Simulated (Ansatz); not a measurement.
Runs of Ansatz 0.2.0 on VCrC2. The structure is trigonal, space group R-3m (No. 166). Conventional cell: a = 2.921 Å, b = 2.921 Å, c = 14.218 Å, α = 90.00°, β = 90.00°, γ = 120.00°. Around Cr (site symmetry -3m) lie 6 C at 2.05 Å. Around V (site symmetry -3m) lie 6 C at 2.07 Å. Around C (site symmetry 3m) lie 3 Cr at 2.05 Å and 3 V at 2.07 Å. The cell comes from a database or a generator and needn't be the stable form of this composition.

```csv
spin,k mesh,gap on the mesh (eV),pressure (GPa),moment (μB),largest force (eV/Å)
"collinear, random start",11 × 11 × 11,none,0.4,1.09,0.02
"non-collinear, random start",8 × 8 × 8,none,(a),0.00,0.05
"collinear, antiferromagnetic start",11 × 11 × 11,none,0.4,1.09,0.02
"collinear, ferromagnetic start",11 × 11 × 11,none,0.4,1.09,0.02
"collinear, ferrimagnetic start",11 × 11 × 11,none,0.4,1.09,0.02
```

Alike in all rows: task single point; level PBE; potentials or basis Ansatz PAW; cell as given; cutoff (eV) 420; smearing fermi-dirac 0.05 eV.

Q: Fill in the values left out.

A: (a) -2.8.

Caveats: the starting moments weren't kept (some runs).

A gap of «none» marks a metal or a gap under the smearing width.
